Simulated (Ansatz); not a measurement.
# ClH4InO2: the cost of one run

Method: RKS BHLYP-D4/def2-mTZVP, in Ansatz 0.2.0.

### Step 1. The structure to begin with

Bond lengths: In1–O3 2.455 Å, H2–O3 1.003 Å, O4–H5 1.052 Å, In1–Cl6 2.853 Å, O3–H7 0.961 Å, O4–H8 0.961 Å. Angles: In1–O3–H2 68.4°, In1–O3–H7 132.2°, H2–O3–H7 106.3°, O3–In1–Cl6 64.6°, H5–O4–H8 106.9°.

As a file:

```xyz
8

In    1.9390    0.1493    0.3905
H    -0.1585   -0.4324   -0.3059
O     0.2563   -1.2357   -0.7394
O    -0.4000    0.1310    1.2970
H    -0.3838    0.3502    0.2682
Cl   -0.1231    1.5870   -0.9596
H    -0.0659   -1.2502   -1.6445
H    -1.0640    0.7007    1.6938
```

### Step 2. Pulling towards end A

Springs on the bonds that form and break draw the guess towards this end; the thresholds are loose.

input.yaml reads:

```yaml
crystal:
  periodic: [false, false, false]
  atoms:
    - { symbol: In, position_ang: [1.939, 0.1493, 0.3905] }
    - { symbol: H, position_ang: [-0.1585, -0.4324, -0.3059] }
    - { symbol: O, position_ang: [0.2563, -1.2357, -0.7394] }
    - { symbol: O, position_ang: [-0.4, 0.131, 1.297] }
    - { symbol: H, position_ang: [-0.3838, 0.3502, 0.2682] }
    - { symbol: Cl, position_ang: [-0.1231, 1.587, -0.9596] }
    - { symbol: H, position_ang: [-0.0659, -1.2502, -1.6445] }
    - { symbol: H, position_ang: [-1.064, 0.7007, 1.6938] }
basis:
  gaussian: { orbitals: def2-mTZVP }
hamiltonian:
  xc: { name: BHLYP }
  dispersion: d4
relax:
  f_tol: 0.15
  max_steps: 25
  restrain:
    - { distance: [0, 5], at: 3.74, k: 30.0 }
    - { distance: [4, 1], at: 1.92, k: 30.0 }
    - { distance: [0, 1], at: 1.73, k: 30.0 }
    - { distance: [4, 5], at: 1.33, k: 30.0 }
```

Run with:

```console
> ansatz run input.yaml --threads 2 --pin off --max-ram 3072MiB --backend cpu --events-out ev --progress --plain --runs-dir out
```

**Question.** How long does this run take on 2 threads of Intel Xeon 6975P-C (Granite Rapids), shared host, and how much memory does it need?

About 42 s, with a peak of 0.3 GiB.
